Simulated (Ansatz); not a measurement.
Geometry optimisation, DFT PBE, scalar-relativistic, plane waves, PAW in Ansatz.

Input:

```yaml
crystal:
  lattice:
    - [-4.2244, -4.2244, 0.0]
    - [4.2244, -4.2244, 0.0]
    - [0.0, 0.0, 5.3792]
  atoms:
    - { symbol: Si, position: [0.503096, 0.4986982, 0.0076239] }
    - { symbol: Si, position: [-0.0068305, 0.5024647, 0.256143] }
    - { symbol: O, position: [0.1980183, 0.5006031, -0.0026566] }
    - { symbol: O, position: [0.0007351, 0.1942114, 0.2552422] }
    - { symbol: O, position: [0.800286, 0.4988207, -0.0008348] }
    - { symbol: O, position: [0.001546, 0.8059799, 0.2423918] }
    - { symbol: Si, position: [0.4962983, 0.4986009, 0.5009347] }
    - { symbol: Si, position: [-0.0063985, 0.5047727, 0.7539924] }
    - { symbol: O, position: [0.1992985, 0.4999046, 0.4938928] }
    - { symbol: O, position: [-0.0005596, 0.1969718, 0.7588017] }
    - { symbol: O, position: [0.8043831, 0.4982239, 0.4998914] }
    - { symbol: O, position: [0.0037152, 0.8143477, 0.7437074] }
    - { symbol: Si, position: [0.000303, -0.0089375, 0.012651] }
    - { symbol: Si, position: [0.4996911, 0.0017038, 0.2631321] }
    - { symbol: O, position: [0.6964314, 0.0015372, -0.0063609] }
    - { symbol: O, position: [0.5003778, 0.7013052, 0.2540611] }
    - { symbol: O, position: [0.3058334, 0.0033598, -0.0016101] }
    - { symbol: O, position: [0.5051677, 0.3049668, 0.2546039] }
    - { symbol: Si, position: [-0.0027015, 0.006906, 0.5131862] }
    - { symbol: Si, position: [0.5018894, -0.0021101, 0.7548213] }
    - { symbol: F, position: [0.694647, 0.0129804, 0.5024952], spin: 1.0 }
    - { symbol: O, position: [0.5056325, 0.7002772, 0.7480603] }
    - { symbol: O, position: [0.5015538, 0.3079176, 0.7551379] }
magnetization:
  spin_polarized: true
total_charge: 2
basis:
  ecutwfc: 420.0
kpoints:
  mp_grid: { grid: [2, 2, 3] }
hamiltonian:
  xc: pbe
  pseudopotentials: { kind: paw, azcp: { folder: soft_1 } }
scf:
  occupations: { method: fermi_dirac, width: 0.02 }
  lower_state_search: "off"
relax:
  f_tol: 0.03
  max_steps: 60
  adjacent_minimum: "off"
```

Command:

```bash
$ ansatz run input.yaml --threads 2 --pin off --max-ram 5120MiB --backend cpu --events-out ev --progress --plain --runs-dir out
```

Task: Where does it end, and by what steps?

Result: The run converged. Limits of this set-up: coarse k mesh, a small cell, in which the defect meets its images, charged cell in a uniform background, uncorrected. After 5 steps the energy has fallen by 1.592 eV; Si14 moved furthest, 0.15 Å.

```csv
step,energy less start (eV),largest force component (eV/Å),accepted
0,0.0000,6.213,yes
1,-0.9604,3.820,yes
2,-1.5845,0.296,yes
3,-1.5900,0.060,yes
4,-1.5912,0.031,yes
5,-1.5917,0.010,yes
```

```xyz
23
Lattice="-4.2244 -4.2244 0.0000 4.2244 -4.2244 0.0000 0.0000 0.0000 5.3792" Properties=species:S:1:pos:R:3
Si 0.028 -4.212 0.014
Si 2.119 -2.122 1.372
O 1.303 -2.938 0.014
O 0.781 -0.838 1.395
O -1.277 -5.518 0.014
O 3.402 -3.459 1.395
Si 0.017 -4.223 2.703
Si 2.119 -2.121 4.035
O 1.300 -2.940 2.704
O 0.782 -0.837 4.012
O -1.277 -5.517 2.703
O 3.403 -3.458 4.012
Si 0.003 -0.013 0.014
Si -2.088 -2.104 1.268
O -2.933 -2.950 0.014
O 0.872 -5.066 1.391
O -1.269 -1.286 0.014
O -0.825 -3.369 1.391
Si -0.057 -0.073 2.704
Si -2.088 -2.104 4.139
F -2.918 -2.934 2.703
O 0.872 -5.066 4.016
O -0.826 -3.369 4.016
```

Whether the end is a true minimum wasn't checked by a vibrational analysis.

Run time: 52 s on 2 threads of Arm Neoverse V2 (shared host), peak memory 0.54 GiB.
